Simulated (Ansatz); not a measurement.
# CdSb2C: how the settings move a single-point run

Aim: see which settings change the result for CdSb2C, by how much, and at what cost. The cell is built on a prototype (ordering on zincblende) and needn't be the phase found in nature.

Program: Ansatz 0.2.0. Level of theory: reference: DFT, PBE, plane waves, PAW. These are calculated values, not measurements.

1 further run of the same task is left out (for a known fault of the program).

## 1. The starting structure

The structure is tetragonal, space group P-4m2 (No. 115). The conventional cell has a = 3.833 Å, b = 3.833 Å, c = 6.604 Å, α = 90.00°, β = 90.00°, γ = 90.00°. Around Cd (site symmetry -4m2) lie 4 Sb at 2.81 Å. Sb (site symmetry 2mm) is surrounded by 2 C at 2.29 Å. C (site symmetry -4m2) has 4 Sb at 2.29 Å as nearest neighbours.

Coordinates:

```
CELL_PARAMETERS angstrom
3.83343 0.00000 0.00000
0.00000 3.83343 0.00000
0.00000 0.00000 6.60354
ATOMIC_POSITIONS crystal
Cd 0.00000 0.00000 0.00000
Sb 0.00000 0.50000 0.31140
C 0.50000 0.50000 0.50000
Sb 0.50000 0.00000 0.68860
```

## 2. Reference

The input, input.yaml:

```yaml
crystal:
  lattice:
    - [3.8334338938, 0.0, 0.0]
    - [0.0, 3.8334338938, 0.0]
    - [0.0, 0.0, 6.6035399915]
  atoms:
    - { symbol: Cd, position: [0.0, 0.0, 0.0] }
    - { symbol: Sb, position: [0.0, 0.5, 0.311403771] }
    - { symbol: C, position: [0.5, 0.5, 0.5] }
    - { symbol: Sb, position: [0.5, 0.0, 0.688596229] }
kpoints:
  mp_grid: { grid: [4, 4, 4] }
hamiltonian:
  xc: pbe
scf:
  occupations: { method: fermi_dirac, width: 0.02 }
  n_extra_bands: 5
output:
  forces: true
  stress: true
  eigenvalues: true
```

Run with:

```bash
$ ansatz run input.yaml --threads 4 --pin off --max-ram 3686MiB --backend cpu --events-out ev --progress --plain --runs-dir out
```

From the output:

```text
[...]
Basis set: ecut = 420 eV, 1871 PW (Γ), exchange–correlation on 54×54×90 points (8 copies of the dense FFT grid, shifted against one another)
[...]
k-points: 18 of 64 (time reversal used)
[...]
SCF iter   1: F=—  HF=-21471.333721 eV  |F-HF|=—  |Δ(HF+E_count)|=         —  Δρ=5.60e-3  dr2=3.48e-2  ethr=1.77e-3  ⟨swp⟩=6.5  Hψ=2447  notcnv=0
preconditioner: auto → LDOS  [insulator: Δε(μ)=0.117 eV  Ē_g=9.573 eV  σ=0.020 eV  W_gap=0.72  n_scr=20 (ndim 8)  ℏωp=19.2 eV  f_vac=0.032  D(μ)=1.37/eV (n_scr^D=2)  ε∞_Penn≈5.0  β→1.0]
SCF iter   2: F=—  HF=-21471.327865 eV  |F-HF|=—  |Δ(HF+E_count)|=   5.86e-3  Δρ=2.63e-3  dr2=1.07e-2  ethr=6.45e-5  ⟨swp⟩=3.0  Hψ=1299  notcnv=0  defer=4
[...]
SCF iter   6: F=—  HF=-21471.325289 eV  |F-HF|=—  |Δ(HF+E_count)|=   3.30e-6  Δρ=1.95e-5  dr2=2.83e-7  ethr=2.68e-8  ⟨swp⟩=2.3  Hψ=1023  notcnv=0  defer=4
SCF iter   7: F=-21471.325289 eV  HF=-21471.325289 eV  |F-HF|=1.01e-8  |Δ(HF+E_count)|=   2.37e-7  Δρ=4.13e-6  dr2=3.00e-8  ethr=1.85e-10  ⟨swp⟩=7.0  Hψ=2358  notcnv=0
[...]
SCF converged after 7 iterations
Free energy (F): -21471.325289 eV
[...]
E sigma→0 (E₀):  -21471.324143 eV
[...]
Fermi energy:    10.541068 eV
[...]
  P = ⅓ Tr σ = 1.4437 GPa (14.437 kbar)
[...]
```

Run time: 2.4 s. Hardware: 4 threads of Arm Neoverse N1, shared host; peak memory 0.38 GiB.

## 3. Changed: ecutwfc 350

Edit input.yaml of step 2 so:

```diff
@@ -21 +21,3 @@
   eigenvalues: true
+basis:
+  ecutwfc: 350
```

Run with:

```bash
$ ansatz run input.yaml --threads 4 --pin off --max-ram 3686MiB --backend cpu --events-out ev --progress --plain --runs-dir out
```

Standard output, cut to the lines that bear on the results:

```text
Warning: basis.ecutwfc = 350 eV is below the records' recommended 420 eV, and the density's cutoff is lower with it unless basis.ecutrho_ratio is high enough to keep the records' density cutoff: compare with a run at a higher cutoff
Warning: RAYON_NUM_THREADS=4 ignored (pool sized by the plan → 4); use --threads N
scf.n_extra_bands = 5 over 27 filled bands (N_el = 54.0): the run solves 32 bands
[...]
Pseudopotentials: kind: paw
Pseudopotential: Cd, paw, valence charge 20, recommended cutoff 420 eV (normal), Cd.paw.azcp
Pseudopotential: Sb, paw, valence charge 15, recommended cutoff 420 eV (normal), Sb.paw.azcp
Pseudopotential: C, paw, valence charge 4, recommended cutoff 420 eV (normal), C.paw.azcp
Functional definition: PBE
[...]
Crystal: 4 atoms, lattice volume = 97.040 Å³
Basis set: ecut = 350 eV, 1417 PW (Γ), exchange–correlation on 48×48×90 points (8 copies of the dense FFT grid, shifted against one another)
Bands: 32, of which v1, the nominal top of the filled ones, is band 27 counted from 1 (26 counted from 0)
Symmetry: 8 space group operations
Space group: P-4m2 (ITA 115), of the structure as read, at distance tolerance 4.6e-5 Å
k-points: 18 of 64 (time reversal used)
[...]
SCF iter   1: F=—  HF=-21471.293659 eV  |F-HF|=—  |Δ(HF+E_count)|=         —  Δρ=5.69e-3  dr2=3.36e-2  ethr=1.77e-3  ⟨swp⟩=6.6  Hψ=2430  notcnv=0
[...]
SCF iter   7: F=-21471.286058 eV  HF=-21471.286058 eV  |F-HF|=4.42e-9  |Δ(HF+E_count)|=   2.72e-7  Δρ=4.50e-6  dr2=3.04e-8  ethr=1.85e-10  ⟨swp⟩=7.1  Hψ=2347  notcnv=0
[...]
SCF converged after 7 iterations
Free energy (F): -21471.286058 eV
[...]
E sigma→0 (E₀):  -21471.284899 eV
Entropy (-TS):   -0.002316 eV (-0.579 meV/atom)
Fermi energy:    10.541808 eV
[...]
--- Forces (eV/Å), atoms counted from 1 ---
  atom   1  Cd    -0.00000000     0.00000000     0.00000000
  atom   2  Sb    -0.00000000     0.00000000     0.56385728
  atom   3  C      0.00000000     0.00000000     0.00000000
  atom   4  Sb     0.00000000     0.00000000    -0.56385728
[...]
--- Stress (GPa, compression-positive) ---
        1.407628       0.000000      -0.000000
        0.000000       1.407628       0.000000
       -0.000000       0.000000       1.611383
  P = ⅓ Tr σ = 1.4755 GPa (14.755 kbar)
--- Band table (eV; the first three rows and the last of 18) ---
[...]
```

Run time: 1.8 s. Hardware: 4 threads of Arm Neoverse N1, shared host; peak memory 0.35 GiB.

Changing the cutoff moves the energy by +9.8 meV/atom. The lower cutoff gives the higher energy: the smaller basis describes the state less well. The log warns that the cutoff is under what these potentials recommend, so the shift is basis error.

## 4. Changing settings: mp_grid.shift [0, 0, 0.5]

Edit input.yaml of step 2 so:

```diff
@@ -11,3 +11,3 @@
 kpoints:
-  mp_grid: { grid: [4, 4, 4] }
+  mp_grid: { grid: [4, 4, 4], shift: [0, 0, 0.5] }
 hamiltonian:
```

Run with:

```bash
$ ansatz run input.yaml --threads 4 --pin off --max-ram 3686MiB --backend cpu --events-out ev --progress --plain --runs-dir out
```

Standard output, cut to the lines that bear on the results:

```text
Warning: RAYON_NUM_THREADS=4 ignored (pool sized by the plan → 4); use --threads N
scf.n_extra_bands = 5 over 27 filled bands (N_el = 54.0): the run solves 32 bands
[...]
Pseudopotentials: kind: paw
Pseudopotential: Cd, paw, valence charge 20, recommended cutoff 420 eV (normal), Cd.paw.azcp
Pseudopotential: Sb, paw, valence charge 15, recommended cutoff 420 eV (normal), Sb.paw.azcp
Pseudopotential: C, paw, valence charge 4, recommended cutoff 420 eV (normal), C.paw.azcp
Functional definition: PBE
[...]
Crystal: 4 atoms, lattice volume = 97.040 Å³
Basis set: ecut = 420 eV, 1871 PW (Γ), exchange–correlation on 54×54×90 points (8 copies of the dense FFT grid, shifted against one another)
Bands: 32, of which v1, the nominal top of the filled ones, is band 27 counted from 1 (26 counted from 0)
Symmetry: 8 space group operations
Space group: P-4m2 (ITA 115), of the structure as read, at distance tolerance 4.6e-5 Å
k-points: 12 of 64 (time reversal used)
[...]
SCF iter   1: F=—  HF=-21471.334504 eV  |F-HF|=—  |Δ(HF+E_count)|=         —  Δρ=5.86e-3  dr2=3.99e-2  ethr=1.77e-3  ⟨swp⟩=6.5  Hψ=1630  notcnv=0
[...]
SCF iter   7: F=-21471.325060 eV  HF=-21471.325060 eV  |F-HF|=2.07e-8  |Δ(HF+E_count)|=   2.72e-7  Δρ=5.51e-6  dr2=7.54e-8  ethr=1.85e-10  ⟨swp⟩=7.4  Hψ=1629  notcnv=0
[...]
SCF converged after 7 iterations
Free energy (F): -21471.325060 eV
[...]
E sigma→0 (E₀):  -21471.323419 eV
Entropy (-TS):   -0.003282 eV (-0.820 meV/atom)
Fermi energy:    10.593621 eV
[...]
--- Forces (eV/Å), atoms counted from 1 ---
  atom   1  Cd    -0.00000000     0.00000000     0.00000000
  atom   2  Sb    -0.00000000     0.00000000     0.55677913
  atom   3  C      0.00000000     0.00000000     0.00000000
  atom   4  Sb     0.00000000     0.00000000    -0.55677913
[...]
--- Stress (GPa, compression-positive) ---
        1.339587       0.000000      -0.000000
        0.000000       1.339587       0.000000
       -0.000000       0.000000       1.682568
  P = ⅓ Tr σ = 1.4539 GPa (14.539 kbar)
--- Band table (eV; the first three rows and the last of 12) ---
[...]
```

It took 2 s on 4 threads of Arm Neoverse N1, shared host; peak memory 0.36 GiB.

Changing the k-point mesh moves the energy by +0.1 meV/atom, and the mesh shows a spacing of 0.03 eV at the Fermi level, which on a coarse mesh need not be a gap. Sampling errors of the energy have no fixed sign. A gap read on a mesh depends on which points the mesh holds, and a coarse mesh shifts the density too.

## 5. Changed: occupations.method methfessel_paxton, occupations.width 0.2

Edit input.yaml of step 2 so:

```diff
@@ -15,3 +15,3 @@
 scf:
-  occupations: { method: fermi_dirac, width: 0.02 }
+  occupations: { method: methfessel_paxton, width: 0.2 }
   n_extra_bands: 5
```

Run with:

```bash
$ ansatz run input.yaml --threads 4 --pin off --max-ram 3686MiB --backend cpu --events-out ev --progress --plain --runs-dir out
```

Standard output, cut to the lines that bear on the results:

```text
Warning: RAYON_NUM_THREADS=4 ignored (pool sized by the plan → 4); use --threads N
scf.n_extra_bands = 5 over 27 filled bands (N_el = 54.0): the run solves 32 bands
[...]
Pseudopotentials: kind: paw
Pseudopotential: Cd, paw, valence charge 20, recommended cutoff 420 eV (normal), Cd.paw.azcp
Pseudopotential: Sb, paw, valence charge 15, recommended cutoff 420 eV (normal), Sb.paw.azcp
Pseudopotential: C, paw, valence charge 4, recommended cutoff 420 eV (normal), C.paw.azcp
Functional definition: PBE
[...]
Crystal: 4 atoms, lattice volume = 97.040 Å³
Basis set: ecut = 420 eV, 1871 PW (Γ), exchange–correlation on 54×54×90 points (8 copies of the dense FFT grid, shifted against one another)
Bands: 32, of which v1, the nominal top of the filled ones, is band 27 counted from 1 (26 counted from 0)
Symmetry: 8 space group operations
Space group: P-4m2 (ITA 115), of the structure as read, at distance tolerance 4.6e-5 Å
[...]
Free energy (F): -21471.325033 eV
[...]
E sigma→0 (E₀):  -21471.326051 eV
Entropy (-TS):   0.004073 eV (1.018 meV/atom)
Fermi energy:    10.533333 eV
Step filling:    the computed levels leave a gap of 0.0000 eV = 0.0 smearing widths at the electron count; against every level under it full and every level over it empty, smearing changes F+E_penalty+E_count by -1.150 meV and its σ→0 estimate by -2.168 meV
[...]
--- Forces (eV/Å), atoms counted from 1 ---
  atom   1  Cd    -0.00000000     0.00000000     0.00000000
  atom   2  Sb    -0.00000000     0.00000000     0.53673710
  atom   3  C      0.00000000     0.00000000     0.00000000
  atom   4  Sb     0.00000000     0.00000000    -0.53673710
[...]
--- Stress (GPa, compression-positive) ---
        1.271493       0.000000      -0.000000
        0.000000       1.271493       0.000000
       -0.000000       0.000000       1.724586
  P = ⅓ Tr σ = 1.4225 GPa (14.225 kbar)
--- Band table (eV; the first three rows and the last of 18) ---
[...]
```

Wall time 2.3 s (4 threads of Arm Neoverse N1, shared host); peak memory 0.37 GiB.

Changing the smearing moves the energy by -0.5 meV/atom (σ→0 values), and the largest force goes from 0.57 to 0.54 eV/Å.

## 6. Changing settings: preconditioner resta

Edit input.yaml of step 2 so:

```diff
@@ -17,2 +17,3 @@
   n_extra_bands: 5
+  mixing: { preconditioner: resta }
 output:
```

Run with:

```bash
$ ansatz run input.yaml --threads 4 --pin off --max-ram 3686MiB --backend cpu --events-out ev --progress --plain --runs-dir out
```

Standard output, cut to the lines that bear on the results:

```text
Warning: RAYON_NUM_THREADS=4 ignored (pool sized by the plan → 4); use --threads N
scf.n_extra_bands = 5 over 27 filled bands (N_el = 54.0): the run solves 32 bands
[...]
Pseudopotentials: kind: paw
Pseudopotential: Cd, paw, valence charge 20, recommended cutoff 420 eV (normal), Cd.paw.azcp
Pseudopotential: Sb, paw, valence charge 15, recommended cutoff 420 eV (normal), Sb.paw.azcp
Pseudopotential: C, paw, valence charge 4, recommended cutoff 420 eV (normal), C.paw.azcp
Functional definition: PBE
[...]
Crystal: 4 atoms, lattice volume = 97.040 Å³
Basis set: ecut = 420 eV, 1871 PW (Γ), exchange–correlation on 54×54×90 points (8 copies of the dense FFT grid, shifted against one another)
Bands: 32, of which v1, the nominal top of the filled ones, is band 27 counted from 1 (26 counted from 0)
Symmetry: 8 space group operations
Space group: P-4m2 (ITA 115), of the structure as read, at distance tolerance 4.6e-5 Å
k-points: 18 of 64 (time reversal used)
[...]
SCF iter   1: F=—  HF=-21471.333721 eV  |F-HF|=—  |Δ(HF+E_count)|=         —  Δρ=5.60e-3  dr2=3.48e-2  ethr=1.77e-3  ⟨swp⟩=6.5  Hψ=2447  notcnv=0
[...]
SCF iter   7: F=-21471.325289 eV  HF=-21471.325289 eV  |F-HF|=1.36e-8  |Δ(HF+E_count)|=   5.74e-7  Δρ=7.94e-6  dr2=5.81e-8  ethr=1.85e-10  ⟨swp⟩=4.6  Hψ=2437  notcnv=0
[...]
SCF converged after 7 iterations
Free energy (F): -21471.325289 eV
[...]
E sigma→0 (E₀):  -21471.324143 eV
Entropy (-TS):   -0.002293 eV (-0.573 meV/atom)
Fermi energy:    10.541097 eV
[...]
--- Forces (eV/Å), atoms counted from 1 ---
  atom   1  Cd    -0.00000000     0.00000000     0.00000000
  atom   2  Sb    -0.00000000     0.00000000     0.57043698
  atom   3  C      0.00000000     0.00000000     0.00000000
  atom   4  Sb     0.00000000     0.00000000    -0.57043698
[...]
--- Stress (GPa, compression-positive) ---
        1.379258       0.000000      -0.000000
        0.000000       1.379258       0.000000
       -0.000000       0.000000       1.572128
  P = ⅓ Tr σ = 1.4435 GPa (14.435 kbar)
--- Band table (eV; the first three rows and the last of 18) ---
[...]
```

Run time: 2.2 s. Hardware: 4 threads of Arm Neoverse N1, shared host; peak memory 0.37 GiB.

Energy and cycle count are those of the reference, so the change (mixing) left the result and the number of cycles as they were.

## 7. Variant: ecutwfc 750

Edit input.yaml of step 2 so:

```diff
@@ -21 +21,3 @@
   eigenvalues: true
+basis:
+  ecutwfc: 750
```

Run with:

```bash
$ ansatz run input.yaml --threads 4 --pin off --max-ram 3686MiB --backend cpu --events-out ev --progress --plain --runs-dir out
```

Standard output, cut to the lines that bear on the results:

```text
Warning: RAYON_NUM_THREADS=4 ignored (pool sized by the plan → 4); use --threads N
scf.n_extra_bands = 5 over 27 filled bands (N_el = 54.0): the run solves 32 bands
[...]
Pseudopotentials: kind: paw
Pseudopotential: Cd, paw, valence charge 20, recommended cutoff 420 eV (normal), Cd.paw.azcp
Pseudopotential: Sb, paw, valence charge 15, recommended cutoff 420 eV (normal), Sb.paw.azcp
Pseudopotential: C, paw, valence charge 4, recommended cutoff 420 eV (normal), C.paw.azcp
Functional definition: PBE
[...]
Crystal: 4 atoms, lattice volume = 97.040 Å³
Basis set: ecut = 750 eV, 4461 PW (Γ), exchange–correlation on 72×72×120 points (8 copies of the dense FFT grid, shifted against one another)
Bands: 32, of which v1, the nominal top of the filled ones, is band 27 counted from 1 (26 counted from 0)
Symmetry: 8 space group operations
Space group: P-4m2 (ITA 115), of the structure as read, at distance tolerance 4.6e-5 Å
k-points: 18 of 64 (time reversal used)
[...]
SCF iter   1: F=—  HF=-21471.342325 eV  |F-HF|=—  |Δ(HF+E_count)|=         —  Δρ=5.62e-3  dr2=3.49e-2  ethr=1.77e-3  ⟨swp⟩=6.6  Hψ=2483  notcnv=0
[...]
SCF iter   7: F=-21471.333823 eV  HF=-21471.333823 eV  |F-HF|=5.61e-9  |Δ(HF+E_count)|=   2.48e-7  Δρ=4.31e-6  dr2=3.05e-8  ethr=1.85e-10  ⟨swp⟩=7.4  Hψ=2524  notcnv=0
[...]
SCF converged after 7 iterations
Free energy (F): -21471.333823 eV
[...]
E sigma→0 (E₀):  -21471.332677 eV
Entropy (-TS):   -0.002290 eV (-0.573 meV/atom)
Fermi energy:    10.541014 eV
[...]
--- Forces (eV/Å), atoms counted from 1 ---
  atom   1  Cd    -0.00000000     0.00000000     0.00000000
  atom   2  Sb    -0.00000000     0.00000000     0.57130837
  atom   3  C      0.00000000     0.00000000     0.00000000
  atom   4  Sb     0.00000000     0.00000000    -0.57130837
[...]
--- Stress (GPa, compression-positive) ---
        1.371560       0.000000      -0.000000
        0.000000       1.371560       0.000000
       -0.000000       0.000000       1.561246
  P = ⅓ Tr σ = 1.4348 GPa (14.348 kbar)
--- Band table (eV; the first three rows and the last of 18) ---
[...]
```

It took 4.1 s on 4 threads of Arm Neoverse N1, shared host; peak memory 0.52 GiB.

Changing the cutoff moves the energy by -2.1 meV/atom. More plane waves (750 against 420 eV) lower the energy, so the reference carries about that much basis error. Cost: 4.1 s against 2.4 s.

## 8. Comparison

```tsv
run	ending	energy change	pressure (GPa)	gap (eV)	force (eV/Å)	cycles	time
reference	converged	0	1.4	0.00	0.57	7	2.4 s
1: ecutwfc 350	converged	+9.8 meV/atom	1.5	0.00	0.56	7	1.8 s
2: mp_grid.shift [0, 0, 0.5]	converged	+0.1 meV/atom	1.5	0.03	0.56	7	2 s
3: occupations.method methfessel_paxton, occupations.width 0.2	converged	-0.5 meV/atom (σ→0)	1.4	0.00	0.54	7	2.3 s
4: preconditioner resta	converged	0.0 meV/atom	1.4	0.00	0.57	7	2.2 s
5: ecutwfc 750	converged	-2.1 meV/atom	1.4	0.00	0.57	7	4.1 s
```

Residual by cycle in the longest SCF loop of each run; runs are numbered as in the table. The quantity is the density residual dr2, in eV.

```tsv
cycle	reference	run 1	run 2	run 3	run 4	run 5
1	0.0348	0.0336	0.0399	0.0325	0.0348	0.0349
2	0.0107	0.0101	0.0135	0.00965	0.0102	0.0107
3	0.00163	0.00161	0.002	0.00184	0.00123	0.00156
4	9.9e-5	9.4e-5	1.1e-4	9.1e-5	8.7e-5	8.9e-5
5	1.5e-5	1.3e-5	1.4e-5	1.0e-5	1.1e-5	1.4e-5
6	2.8e-7	3.4e-7	8.2e-7	2.5e-7	9.4e-7	2.9e-7
7	3.0e-8	3.0e-8	7.5e-8	9.6e-9	5.8e-8	3.1e-8
```

**Reading.** Run 1 ran under the cutoff that the potentials recommend, as the log warns, so basis error is mixed into its values. Of the variants the dearest is «ecutwfc 750» (4.1 s), the cheapest «ecutwfc 350» (1.8 s), on a shared host.
